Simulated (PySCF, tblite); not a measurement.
# C3H10OSSi2: geometry, infrared bands and NMR shifts

Wanted: the infrared bands and NMR shifts of C3H10OSSi2 (`C=CO[SiH2]SC[SiH3]`), by calculation.

Computed with tblite 0.8.0 and PySCF 2.14.0, with density-fitted response routines of our own, on a single molecule in the gas phase. Atoms count from 0, in the outputs and in this text.

## 1. The molecule as given

17 atoms, charge 0, multiplicity 1; geometry from: force field or distance geometry start.

Bonds of the start (Å): C0–C1 1.32, C1–O2 1.38, O2–Si3 1.73, Si3–S4 2.16, S4–C5 1.81, C5–Si6 1.86, C0–H7 1.10, C0–H8 1.09, C1–H9 1.09, Si3–H10 1.49, Si3–H11 1.44, C5–H12 1.10, C5–H13 1.11, Si6–H14 1.47, Si6–H15 1.45, Si6–H16 1.48.

## 2. Optimising the geometry with GFN2-xTB

What the job is given:

```
{"job": {"kind": "relax", "xc": "GFN2-xTB", "basis": "xTB"}, "charge": 0, "multiplicity": 1}
C     -2.954500     1.224500     0.577700
C     -3.057000     0.022400     0.049900
O     -2.184800    -1.021300     0.283200
Si    -0.595700    -0.970700    -0.392900
S      0.726400    -0.830300     1.309800
C      2.390500    -0.885800     0.596900
Si     2.619800     0.703000    -0.351800
H     -3.717500     1.976700     0.323100
H     -2.145300     1.490600     1.257800
H     -3.904800    -0.167000    -0.608000
H     -0.229600    -2.267600    -1.024800
H     -0.432300     0.133100    -1.301200
H      2.427700    -1.700300    -0.148900
H      3.180900    -1.035700     1.362900
H      1.420100     0.876800    -1.180000
H      3.850600     0.684700    -1.123900
H      2.598500     1.778800     0.659200
```

On the command line:

```
$ OMP_NUM_THREADS=1 python probes_run.py task.json out
```

One launch serves the whole session: the jobs run in the order shown.

**Question.** This job is followed by: GFN2-xTB harmonic vibrations, gas phase; GIAO PBE0/pcSseg-1 NMR shielding, non-relativistic, gas phase. What will the session give for the following? strongest single infrared mode (GFN2-xTB); zero-point energy (GFN2-xTB); 13C shifts against TMS (PBE0/pcSseg-1); 1H shifts against TMS (PBE0/pcSseg-1, means over atoms taken as alike); 17O shifts against H2O (PBE0/pcSseg-1); 29Si shifts against TMS (PBE0/pcSseg-1); 33S shifts against CS2 (PBE0/pcSseg-1); surface potential, 1st and 99th percentile.

The runs gave:

| quantity | value |
| --- | --- |
| strongest single infrared mode (GFN2-xTB) | 768 cm⁻¹, 508 km/mol |
| zero-point energy (GFN2-xTB) | 72.3 kcal/mol |
| 13C shifts against TMS (PBE0/pcSseg-1) | 154.9, 98.7, 3.3 ppm |
| 1H shifts against TMS (PBE0/pcSseg-1, means over atoms taken as alike) | 6.61, 5.55, 4.68, 4.54, 3.95, 1.62 ppm |
| 17O shifts against H2O (PBE0/pcSseg-1) | 111.8 ppm |
| 29Si shifts against TMS (PBE0/pcSseg-1) | -20.6, -71.2 ppm |
| 33S shifts against CS2 (PBE0/pcSseg-1) | -186 ppm |
| surface potential, 1st and 99th percentile | -0.92 V and 1.25 V |

The optimisation took 131 steps and gained 0.705 eV; among the close pairs (by a distance rule), O2–Si3 changed most, from 1.728 to 1.617 Å. No mode is imaginary among the 45: a minimum at this level. GFN2-xTB is a fitted tight-binding method: band positions and strengths are rough. Its intensities can rank the bands wrongly. The most deshielded carbon is C1 (alkene carbon bearing oxygen), at 154.9 ppm: an sp2 carbon further deshielded by the attached heteroatom. H9 (hydrogen on an alkene carbon bearing oxygen) lies farthest downfield among hydrogen, at 6.61 ppm; olefinic region. At PBE0/pcSseg-1: The largest span, 315 ppm, is at S4, where the paramagnetic term is -372 ppm. At PBE0/pcSseg-1, counted by nearest atom on the grid, the HOMO lies on S4 69 %, the LUMO on S4 16 %; Si3 14 %.
